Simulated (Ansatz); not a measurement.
# RuC (quintet): wave-function methods side by side, def2-TZVPP

The task here is to estimate one member of a computed series from the others.

Program: Ansatz 0.2.0, Gaussian basis. Level of theory: def2-TZVPP, core rule «outside noble gas», up to 5 orbitals frozen. These are calculated values, not measurements.

Plan: UHF; ROHF; CCSD(T) on UHF.

2 further runs of the same task are left out: 2 set aside as unsound or not needed.

### The system

The geometry is a PBE0/def2-TZVP stationary point (not a proven minimum) of the parent state, kept for this charge and spin. No spin-orbit coupling is included. Elements past krypton take def2 core potentials.

2 atoms, charge 0, spin multiplicity 5.

Atoms are counted from 1 here; the program's logs count them from 0.

Bond lengths: Ru1–C2 1.605 Å.

As a file:

```csv
atom,x (Å),y (Å),z (Å)
Ru1,0.00000,0.00000,0.00000
C2,0.00000,0.00000,1.60540
```

Set-up of the first run:

Input file in.yaml:

```yaml
crystal:
  periodic: [false, false, false]
  atoms:
    - {symbol: Ru, position_ang: [0.000000, 0.000000, 0.000000]}
    - {symbol: C, position_ang: [0.000000, 0.000000, 1.605400]}
basis:
  gaussian: {orbitals: def2-TZVPP}
magnetization: {spin_polarized: true, initial_magnetization: 4}
hamiltonian: {xc: hf}
output: {orbitals: {seedname: orbitals}}
```

Command:

```bash
$ ansatz run in.yaml --threads 1 --pin off --events-out ev --progress --plain --max-ram 4096MiB --backend cpu
```

Steps of the session up to this table: UHF; ROHF; CCSD(T) on UHF.

One of the session's tables, all rows but one given; the rest of the session is left out.

It belongs to the step «Misses and costs». 

| method | from UCCSD(T) (kJ/mol) |
| --- | --- |
| ROHF | +1131.3 |
| UHF | ? |
| UMP2 | +34.0 |
| UCCSD | +68.3 |
| UCCSD(T) | 0 |

**Question.** Estimate the row for UHF.

The run gave: from UCCSD(T) (kJ/mol): +1095.3. In the column «from UCCSD(T) (kJ/mol)» it lies between UCCSD (+68.3) and ROHF (+1131.3).
